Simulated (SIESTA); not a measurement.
Crystal: CsLiCr2Te2S3.

```
Cs Li Cr Te S
1.0
     3.31929    1.91639    6.87982
    -3.31929    1.91639    6.87982
     0.00000   -3.83279    6.87982
Cs Li Cr Te S
1 1 2 2 3
Direct
  0.00000 0.00000 0.00000
  0.50000 0.50000 0.50000
  0.79848 0.79848 0.79848
  0.20152 0.20152 0.20152
  0.67990 0.67990 0.67990
  0.32010 0.32010 0.32010
  0.13626 0.86374 0.50000
  0.50000 0.13626 0.86374
  0.86374 0.50000 0.13626
```

The cell was built by a generator and needn't be a form met in nature.

Alike in all runs: program SIESTA 5.4.2; functional PBE; potentials or basis PseudoDojo 0.4 standard (PBE files); basis DZP (energy shift 0.003 Ry; two zetas on semicore shells; d shell added on Cs); grid cutoff 800 Ry; energy shift 0.003 Ry; k mesh 5 × 5 × 5; occupations fermi-dirac, width 0.05 eV.

The same cell was started in several ways:

| start | free energy over the lowest (meV/atom) | net moment (μB) | site or absolute moments (μB) | gap |
| --- | --- | --- | --- | --- |
| collinear spin, ferrimagnetic start of up to 3 μB | 38.0 | 0.00 | Cs -0.00; Li -0.00; Cr +2.25, -2.25; Te -0.37, +0.37; S -0.00 | 0.24 eV |
| collinear spin, antiferromagnetic start of up to 3 μB | 38.0 | 0.00 | Cs -0.00; Li +0.00; Cr +2.25, -2.25; Te -0.37, +0.37; S +0.00 | 0.24 eV |
| collinear spin, fm_larger start of up to 4.5 μB | 0.0 | 4.00 | Cs -0.07; Li -0.04; Cr +2.70; Te -0.49; S -0.11 | none (metal or under the smearing width) |
| collinear spin, zero start | 113.0 | 0.00 | - | none (metal or under the smearing width) |
| collinear spin, ferromagnetic start of up to 3 μB | 0.0 | 4.00 | Cs -0.07; Li -0.04; Cr +2.70; Te -0.49; S -0.11 | none (metal or under the smearing width) |

The spin-polarised runs without a constraint all converged, yet they end up to 113 meV/atom apart: a converged run can sit in a state that isn't the lowest. A still lower state may exist.

Caveats: the basis of atomic orbitals isn't converged, which shifts pressures, moduli and gaps; spin-orbit coupling is left out, which moves the levels of the heavy elements (some runs); an odd mesh through Γ misses points on the zone boundary, where band edges often lie (some runs).
